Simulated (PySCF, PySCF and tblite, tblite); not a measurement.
# C₃H₇Br: conformers and averaged spectra

Which conformers does C₃H₇Br (`CCCBr`) populate, and what do their averaged NMR parameters look like?

Programs: PySCF 2.14.0 with density-fitted response routines of our own, and tblite 0.8.0. All values are computed, except where a source is named. Atoms count from 0 throughout.

## (1) The starting structure

11 atoms, charge 0, multiplicity 1; geometry from: MMFF94s geometry.

Bonds of the start (Å): C0–C1 1.53, C0–H4 1.09, C0–H5 1.10, C0–H6 1.09, C1–C2 1.50, C1–H7 1.09, C1–H8 1.11, C2–Br3 1.94, C2–H10 1.10, C2–H9 1.09.

## (2) GFN2-xTB relaxation, conformer 1

What the job is given:

```
{"job": {"xc": "GFN2-xTB", "basis": "xTB", "kind": "relax"}, "charge": 0, "multiplicity": 1}
C      1.197000     0.300000     0.429100
C      0.138300    -0.572800    -0.252100
C     -1.184700     0.115700    -0.429400
Br    -2.146500     0.302500     1.247500
H      2.146800    -0.224200     0.482300
H      1.333400     1.230400    -0.133300
H      0.903500     0.564300     1.450100
H      0.533100    -0.858100    -1.225000
H      0.027500    -1.507000     0.332400
H     -1.090400     1.123100    -0.845400
H     -1.852600    -0.471100    -1.082100
```

Started as:

```console
$ OMP_NUM_THREADS=1 python ens_run.py task.json out
```

This one command runs the whole study; its stages follow in the order run.

The program printed:

```text
step      E/eV     max force
  0    -383.01595    0.993
  1    -383.03341    0.167
  2    -383.03558    0.135
  3    -383.03791    0.104
  4    -383.03865    0.088
  5    -383.03964    0.073
  6    -383.04018    0.074
  7    -383.04075    0.072
  8    -383.04125    0.061
  9    -383.04179    0.083
 10    -383.04227    0.064
 11    -383.04272    0.072
 12    -383.04322    0.071
 13    -383.04380    0.093
 14    -383.04435    0.094
 15    -383.04474    0.053
 16    -383.04499    0.053
 17    -383.04520    0.053
 18    -383.04545    0.066
 19    -383.04569    0.051
 20    -383.04585    0.031
 21    -383.04585    0.031
 22    -383.04592    0.025
 23    -383.04606    0.023
 24    -383.04611    0.026
 25    -383.04625    0.024
 26    -383.04634    0.026
 27    -383.04645    0.026
 28    -383.04654    0.024
 29    -383.04663    0.031
 30    -383.04674    0.032
 31    -383.04683    0.031
 32    -383.04690    0.019
 33    -383.04693    0.015
 34    -383.04696    0.015
 35    -383.04699    0.019
 36    -383.04701    0.017
 37    -383.04704    0.014
 38    -383.04706    0.014
 39    -383.04708    0.013
 40    -383.04711    0.017
 41    -383.04714    0.016
 42    -383.04718    0.018
 43    -383.04721    0.021
 44    -383.04724    0.017
 45    -383.04726    0.011
 46    -383.04727    0.007
 47    -383.04728    0.006
 48    -383.04728    0.005
 49    -383.04728    0.005
 50    -383.04729    0.004
 51    -383.04729    0.003
```

Run time: 0.21 s. Hardware: 1 thread of Arm Neoverse V1, shared host.

Gain 0.031 eV; displacement 0.06 Å root mean square.

**GFN2-xTB relaxation, conformer 2**

What the job is given:

```
{"job": {"xc": "GFN2-xTB", "basis": "xTB", "kind": "relax"}, "charge": 0, "multiplicity": 1}
C     -1.319700    -0.207300    -0.130000
C     -0.012700     0.550500    -0.201100
C      1.151300    -0.329300     0.284100
Br     2.808900     0.681500     0.175700
H     -2.146900     0.435700    -0.464900
H     -1.309300    -1.094700    -0.769200
H     -1.551100    -0.517700     0.891100
H      0.172900     0.885000    -1.216900
H     -0.073800     1.445800     0.428100
H      1.017800    -0.634600     1.327500
H      1.268100    -1.212200    -0.350500
```

The program printed:

```text
step      E/eV     max force
  0    -383.02846    0.704
  1    -383.04087    0.192
  2    -383.04295    0.130
  3    -383.04459    0.091
  4    -383.04515    0.073
  5    -383.04555    0.043
  6    -383.04581    0.048
  7    -383.04602    0.038
  8    -383.04602    0.038
  9    -383.04610    0.032
 10    -383.04625    0.028
 11    -383.04631    0.029
 12    -383.04641    0.027
 13    -383.04649    0.024
 14    -383.04660    0.029
 15    -383.04669    0.033
 16    -383.04675    0.027
 17    -383.04680    0.015
 18    -383.04683    0.015
 19    -383.04685    0.015
 20    -383.04688    0.015
 21    -383.04690    0.014
 22    -383.04693    0.012
 23    -383.04694    0.010
 24    -383.04696    0.011
 25    -383.04696    0.006
 26    -383.04696    0.003
```

Run time: 0.15 s. Hardware: 1 thread of Arm Neoverse V1, shared host.

Relaxing gained 0.019 eV and moved the atoms by 0.02 Å on average (rms).

## (3) Shieldings, conformer 1: PBE0/pcSseg-1 in chloroform

What the job is given:

```
{"job": {"xc": "PBE0", "basis": "pcSseg-1", "solvent": "chloroform", "kind": "nmr", "pop": true}, "charge": 0, "multiplicity": 1}
C      1.177051     0.301174     0.443472
C      0.164652    -0.579761    -0.276530
C     -1.182921     0.099389    -0.436648
Br    -2.060549     0.380172     1.289868
H      2.127851    -0.216724     0.539286
H      1.342320     1.225222    -0.107502
H      0.822844     0.552351     1.441095
H      0.532381    -0.821844    -1.278002
H      0.038038    -1.517838     0.269077
H     -1.083979     1.086825    -0.886396
H     -1.872265    -0.506296    -1.023682
```

The program printed:

```text
coarse grid: 40176 points
cycle   1  E = -2691.9323222299  dE = -1.042e+00  |g| = 7.174e-01  |ddm| = 2.784e+00
cycle   2  E = -2691.9360432209  dE = -3.721e-03  |g| = 4.167e-01  |ddm| = 4.486e-01
cycle   3  E = -2691.9569107875  dE = -2.087e-02  |g| = 1.202e-01  |ddm| = 3.142e-01
cycle   4  E = -2691.9601318064  dE = -3.221e-03  |g| = 1.836e-02  |ddm| = 1.051e-01
cycle   5  E = -2691.9601999355  dE = -6.813e-05  |g| = 4.255e-03  |ddm| = 1.572e-02
cycle   6  E = -2691.9602042825  dE = -4.347e-06  |g| = 1.032e-03  |ddm| = 3.865e-03
final grid: 84304 points
cycle   7  E = -2691.9601815860  dE =  1.702e-07  |g| = 1.363e-03  |ddm| = 1.827e-03
cycle   8  E = -2691.9601812044  dE =  3.816e-07  |g| = 1.856e-03  |ddm| = 2.393e-03
cycle   9  E = -2691.9601820049  dE = -8.005e-07  |g| = 6.753e-05  |ddm| = 1.414e-03
cycle  10  E = -2691.9601820060  dE = -1.180e-09  |g| = 5.585e-06  |ddm| = 5.472e-05
cycle  11  E = -2691.9601820060  dE = -5.912e-12  |g| = 1.289e-06  |ddm| = 4.922e-06
converged SCF energy = -2691.9601820060

GIAO shielding tensors (ppm)
atom      isotropic    diamagn.    paramagn.     s11        s22        s33       span
  0 C      172.951     247.388     -74.437    158.996    172.150    187.708     28.712
  1 C      156.277     246.383     -90.106    144.552    151.979    172.301     27.749
  2 C      135.522     245.987    -110.465     98.949    143.836    163.781     64.832
  3 Br    2414.905    3122.860    -707.955   1922.093   2286.821   3035.801   1113.708
  4 H       30.540      29.011       1.529     25.857     27.484     38.279     12.423
  5 H       30.963      29.830       1.134     26.920     28.288     37.682     10.762
  6 H       30.030      29.656       0.374     24.214     32.129     33.746      9.532
  7 H       29.707      29.858      -0.151     24.254     27.773     37.093     12.838
  8 H       30.019      29.976       0.043     25.527     28.993     35.537     10.010
  9 H       28.143      29.115      -0.972     21.840     26.977     35.611     13.771
 10 H       27.623      28.528      -0.905     20.271     27.147     35.453     15.182
```

Wall time 15 s (1 thread of Arm Neoverse V1, shared host); peak memory 0.76 GiB.

In short: HOMO -7.88 eV, LUMO 0.27 eV; dipole 2.61 D.

The fields below are evaluated on a grid from the run's orbitals.

Frontier orbitals at PBE0/pcSseg-1, with the share of their density that lies nearest to each atom:

```
orbital  energy (eV)                                    lies on
   HOMO        -7.88                                   Br3 84 %
   LUMO         0.27  Br3 45 %; C2 30 %; H9, H10 about 8 % each
```

ELF in a plane through or near 5 of the atoms.

Ten even steps from ' ' (0.00) to '@' (1.00):
```
                                                        
                                    ..                  
                              ::========--::..          
                            --++########**++==::        
                  ::::..    ==**%%%%%%%%%%##**==..      
              ..==%%@@%%..  --**%%%%##%%%%%%##**::      
              ::**@@@@@@++  ..++##**++**%%%%##**::      
              ..++@@@@@@**..  ::++******##**++==..      
          ::--==++++++**++..  ::**####++--::::..        
        ==%%@@@@%%==@@::##++==**--..--++--              
        ##@@@@@@@@##++%%%%==**@@==::**@@@@%%==          
        ++@@@@@@@@++--++++::--##****@@@@@@@@@@==        
          ==****--  ..==%%@@%%**..--%%@@@@@@@@--        
                    ..##@@@@@@##..  ::%%@@%%--          
                    --%%@@@@@@%%        ..              
                    ..++@@@@%%++                        
                        ::--::                          
                                                        
                                                        
                                                        
```
The map spans 9.6 Å across and 8.5 Å up, centred on the molecule. Atoms in the plane (x, y in Å): C0 (-1.3, 0.3), C1 (-0.1, -0.6), C2 (1.2, 0.0), H7 (-0.2, -1.6), H10 (2.1, -0.7).

On the surface of density 0.002 e/bohr³ the electrostatic potential runs, from the 1st to the 99th percentile, from -0.84 V near Br3 to 1.10 V near H10.

## (4) Shieldings, conformer 2: PBE0/pcSseg-1 in chloroform

What the job is given:

```
{"job": {"xc": "PBE0", "basis": "pcSseg-1", "solvent": "chloroform", "kind": "nmr", "pop": false}, "charge": 0, "multiplicity": 1}
C     -1.329591    -0.209811    -0.127507
C     -0.014282     0.557632    -0.196389
C      1.134542    -0.314219     0.274643
Br     2.832948     0.651062     0.191770
H     -2.148270     0.420468    -0.464604
H     -1.292586    -1.093477    -0.761181
H     -1.536956    -0.526357     0.892579
H      0.170771     0.881273    -1.223322
H     -0.074911     1.450916     0.429658
H      1.008791    -0.619325     1.313031
H      1.254968    -1.195491    -0.354642
```

The program printed:

```text
coarse grid: 40176 points
cycle   1  E = -2691.9330007653  dE = -1.047e+00  |g| = 7.154e-01  |ddm| = 2.800e+00
cycle   2  E = -2691.9361902309  dE = -3.189e-03  |g| = 4.163e-01  |ddm| = 4.412e-01
cycle   3  E = -2691.9566169802  dE = -2.043e-02  |g| = 1.237e-01  |ddm| = 3.183e-01
cycle   4  E = -2691.9600202217  dE = -3.403e-03  |g| = 1.763e-02  |ddm| = 1.120e-01
cycle   5  E = -2691.9600860895  dE = -6.587e-05  |g| = 4.423e-03  |ddm| = 1.659e-02
cycle   6  E = -2691.9600909274  dE = -4.838e-06  |g| = 1.003e-03  |ddm| = 3.961e-03
final grid: 84304 points
cycle   7  E = -2691.9600864781  dE =  1.450e-07  |g| = 1.303e-03  |ddm| = 1.791e-03
cycle   8  E = -2691.9600861425  dE =  3.356e-07  |g| = 1.755e-03  |ddm| = 2.257e-03
cycle   9  E = -2691.9600868558  dE = -7.132e-07  |g| = 7.170e-05  |ddm| = 1.340e-03
cycle  10  E = -2691.9600868571  dE = -1.307e-09  |g| = 7.320e-06  |ddm| = 5.946e-05
cycle  11  E = -2691.9600868571  dE = -7.276e-12  |g| = 1.780e-06  |ddm| = 5.684e-06
converged SCF energy = -2691.9600868571

GIAO shielding tensors (ppm)
atom      isotropic    diamagn.    paramagn.     s11        s22        s33       span
  0 C      171.927     247.171     -75.244    161.097    165.221    189.462     28.365
  1 C      153.820     246.961     -93.141    133.250    152.492    175.720     42.470
  2 C      138.820     245.866    -107.045    102.541    140.314    173.606     71.065
  3 Br    2355.920    3121.810    -765.890   1876.090   2146.176   3045.493   1169.403
  4 H       30.351      28.866       1.486     25.662     27.478     37.914     12.251
  5 H       30.766      29.842       0.925     26.352     28.967     36.980     10.628
  6 H       30.769      29.846       0.923     26.355     28.972     36.981     10.626
  7 H       29.828      30.213      -0.385     24.490     31.027     33.967      9.478
  8 H       29.826      30.214      -0.387     24.491     31.016     33.972      9.481
  9 H       28.144      29.091      -0.948     21.267     28.351     34.814     13.547
 10 H       28.144      29.091      -0.947     21.264     28.353     34.814     13.549
```

Run time: 8.9 s. Hardware: 1 thread of Arm Neoverse V1, shared host; peak memory 0.76 GiB.

This run: HOMO -7.91 eV, LUMO 0.22 eV; dipole 2.70 D.

## (5) Averages: properties at PBE0/pcSseg-1 in chloroform

What the job is given:

```
{"job": {"study": "conf", "smiles": "CCCBr", "search": {"seed": 1547, "n_embed": 60, "ff_keep": 14, "window": 3.0, "nmax": 10, "temps": [180, 230, 298.15, 330, 400], "t_ref": 298.15, "order": 0.002}, "level": {"nmr": {"xc": "PBE0", "basis": "pcSseg-1", "solvent": "chloroform"}}, "kind": "conf"}, "charge": 0, "multiplicity": 1}
C      1.177051     0.301174     0.443472
C      0.164652    -0.579761    -0.276530
C     -1.182921     0.099389    -0.436648
Br    -2.060549     0.380172     1.289868
H      2.127851    -0.216724     0.539286
H      1.342320     1.225222    -0.107502
H      0.822844     0.552351     1.441095
H      0.532381    -0.821844    -1.278002
H      0.038038    -1.517838     0.269077
H     -1.083979     1.086825    -0.886396
H     -1.872265    -0.506296    -1.023682
```

The program printed:

```text
conformer  sym    E(xTB)   E(DFT)   G(298.15 K)  weight  dipole/D
    1     C1      0.000    0.000    0.000   0.7343    2.610
    2     Cs      0.007    0.282    0.602   0.2657    2.705

mean shielding (ppm) by class
class atoms           180 K      230 K   298.15 K      330 K      400 K
  0 C  0            172.737    172.707    172.679     172.67    172.654
  1 C  1            155.764    155.691    155.624    155.602    155.564
  2 C  2            136.211    136.309    136.398    136.429    136.479
  3 Br 3           2402.587   2400.829   2399.233   2398.691    2397.79
  4 H  4,5,6         30.536     30.539     30.542     30.544     30.545
  5 H  7,8           29.855     29.854     29.853     29.853     29.852
  6 H  9,10          27.938     27.945     27.952     27.955     27.959
```

Wall time 25 s (1 thread of Arm Neoverse V1, shared host). This counts the runs that the step sums up.

The search (ETKDG and KDG, MMFF94s, GFN2-xTB) embedded 60 structures, kept 2 distinct ones after the force field and 2 after xTB; 2 were carried on (window 3.0 kcal/mol at the search's own energies). Energies: PBE0/pcSseg-1 in chloroform with D3(BJ).

Conformer by conformer (298 K):

```
no.  group  mirror pair  ΔE xTB  ΔE DFT    ΔG  weight (%)  μ (D)  C0–C1–C2–Br3 (°)      A, B, C (GHz)
  1     C1          yes    0.00    0.00  0.00        73.4   2.61               -66  11.08, 2.30, 2.05
  2     Cs           no    0.01    0.28  0.60        26.6   2.71               180  25.30, 1.65, 1.59
```

Energies in kcal/mol. ΔG holds xTB vibrations and rotation, symmetry numbers and mirror pairs.

Weights (%) by temperature:

```
no.  180 K  230 K  298 K  330 K  400 K
  1   79.1   76.1   73.4   72.5   71.0
  2   20.9   23.9   26.6   27.5   29.0
```

How the weights hang on the way they are made:

```
                                  scheme    1   2  mean μ (D)
                         DFT free energy   73  27        2.63
            DFT energy, symmetry counted   76  24        2.63
                        DFT energy alone   62  38        2.65
            xTB energy, symmetry counted   67  33        2.64
                         xTB free energy   64  36        2.65
                   lowest conformer only  100   0        2.61
                           equal weights   50  50        2.66
conformers found from three starts alone  100   0        2.61
```

Shifts against references run at the same level (1H TMS 31.70, 13C TMS 187.6 ppm of shielding), by class of atoms, at 298 K:

```
     atoms                          environment     no. 1     no. 2   average  measured
        C2                 sp3 CH2 bonded to Br      52.1      48.8      51.2      35.6
        C1                              sp3 CH2      31.3      33.8      32.0      26.4
        C0                        methyl carbon      14.6      15.7      14.9      13.0
   H9, H10  hydrogen on an sp3 CH2 bonded to Br      3.82      3.55      3.75      3.35
    H7, H8               hydrogen on an sp3 CH2      1.84      1.87      1.84      1.89
H4, H5, H6          hydrogen on a methyl carbon      1.19      1.07      1.16      1.06
       Br3                  bromine bonded to C  2415 (σ)  2356 (σ)  2399 (σ)         –
```

Measured: solution, not stated per compound (mostly CDCl3 or CCl4); Pretsch, Buehlmann, Badertscher, Structure Determination of Organic Compounds, 4th ed. (2009).

Effective distances for nuclear Overhauser effects, ⟨r⁻⁶⟩^(−1/6) over all pairs of two classes (Å): H7···H9 2.60; H4···H7 2.61; H4···H9 3.08.

## (6) Outcome

| quantity | value |
| --- | --- |
| conformers | 2; the first in weight is no. 1 (C1), 73 % at 298 K |
| root-mean-square dipole | 2.64 D |
| averaged 13C shifts (PBE0/pcSseg-1 in chloroform) | 51.2, 32.0, 14.9 ppm |
| averaged 1H shifts (PBE0/pcSseg-1 in chloroform) | 3.75, 1.84, 1.16 ppm |

**Reading.** Conformer 1 leads with 73 % at 298 K, and its share goes from 79 % at 180 K to 71 % at 400 K. Among conformers over 5 %, C2 differs by 3.3 ppm, while the average moves by 0.3 ppm from 180 to 400 K. Against 3 measured 13C shifts the average misses by 7.7 ppm, the leading conformer alone by 7.7 ppm. Against 3 measured 1H shifts the average misses by 0.18 ppm, the leading conformer alone by 0.22 ppm. Vibration is missing from the shifts, so part of that gap is not the functional's. Spin-orbit coupling is left out, which matters at and beside the heavy atoms.
